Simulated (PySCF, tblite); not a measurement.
# C₇H₁₆N₂: geometry, infrared bands and NMR shifts

Wanted: the infrared bands and NMR shifts of C₇H₁₆N₂ (`CC(C)[C@H]1CCNN1C`), by calculation.

The runs use tblite 0.8.0 and PySCF 2.14.0, with density-fitted response routines of our own; the level of theory stands in each step. All values are computed, except where a source is named. Atoms count from 0, in the outputs and in this text.

## 1. The molecule as given

25 atoms, charge 0, multiplicity 1; geometry from: force field or distance geometry start.

Bonds of the start (Å): C0–C1 1.53, C1–C2 1.53, C1–C3 1.50, C3–C4 1.50, C4–C5 1.52, C5–N6 1.43, N6–N7 1.42, N7–C8 1.47, N7–C3 1.43, C0–H9 1.11, C0–H10 1.12, C0–H11 1.10, C1–H12 1.08, C2–H13 1.09, C2–H14 1.13, C2–H15 1.09, C3–H16 1.12, C4–H17 1.08, C4–H18 1.12, C5–H19 1.10, C5–H20 1.11, N6–H21 1.03, C8–H22 1.10, C8–H23 1.12, C8–H24 1.11.

## 2. Relaxing the molecule with GFN2-xTB

Job settings and geometry (Å):

```
{"job": {"kind": "relax", "xc": "GFN2-xTB", "basis": "xTB"}, "charge": 0, "multiplicity": 1}
C      2.147700    -1.067700     0.465900
C      1.238600    -0.291900    -0.485800
C      2.083800     0.895000    -0.949100
C     -0.027900     0.177700     0.156500
C     -0.828200     0.917400    -0.868200
C     -2.232500     0.358300    -0.723600
N     -1.964400    -0.967800    -0.245600
N     -0.874400    -0.859500     0.663500
C     -1.449000    -0.382300     1.924400
H      3.189300    -0.792200     0.202800
H      2.004500    -2.162000     0.269800
H      1.917000    -0.787600     1.507500
H      1.036400    -0.919600    -1.335400
H      2.949500     0.976600    -0.283800
H      1.442700     1.819200    -0.856100
H      2.427500     0.719000    -1.963200
H      0.230300     0.834700     1.030400
H     -0.816200     1.991800    -0.743500
H     -0.433100     0.693800    -1.891900
H     -2.790400     0.365100    -1.670300
H     -2.800600     0.957200     0.019600
H     -1.714600    -1.649800    -0.981500
H     -2.346700    -0.948000     2.211700
H     -1.716200     0.701900     1.849900
H     -0.684000    -0.555200     2.705200
```

Run with:

```console
> OMP_NUM_THREADS=1 python probes_run.py task.json out
```

One launch serves the whole session: the jobs run in the order shown.

**Question.** This job is followed by: GFN2-xTB harmonic vibrations, gas phase; GIAO PBE0/pcSseg-1 NMR shielding, non-relativistic, gas phase. What will the session give for the following? strongest single infrared mode (GFN2-xTB); zero-point energy (GFN2-xTB); 13C shifts against TMS (PBE0/pcSseg-1); 1H shifts against TMS (PBE0/pcSseg-1, means over atoms taken as alike); 15N shifts against NH3 (PBE0/pcSseg-1).

As calculated:

| quantity | value |
| --- | --- |
| strongest single infrared mode (GFN2-xTB) | 3035 cm⁻¹, 81 km/mol |
| zero-point energy (GFN2-xTB) | 141.9 kcal/mol |
| 13C shifts against TMS (PBE0/pcSseg-1) | 76.5, 49.6, 47.3, 40.1, 38.3, 23.5, 21.9 ppm |
| 1H shifts against TMS (PBE0/pcSseg-1, means over atoms taken as alike) | 3.23, 3.19, 2.88, 2.60, 2.28, 2.08, 1.41, 1.21, 0.96, 0.86 ppm |
| 15N shifts against NH3 (PBE0/pcSseg-1) | 120.0, 113.9 ppm |

In words: Relaxing lowered the energy by 0.904 eV in 95 steps; the close pair that moved most is C3–C4, from 1.496 to 1.548 Å. No mode is imaginary among the 69: a minimum at this level. Unscaled tight-binding wavenumbers are off by several per cent, some by more. Its intensities can rank the bands wrongly.
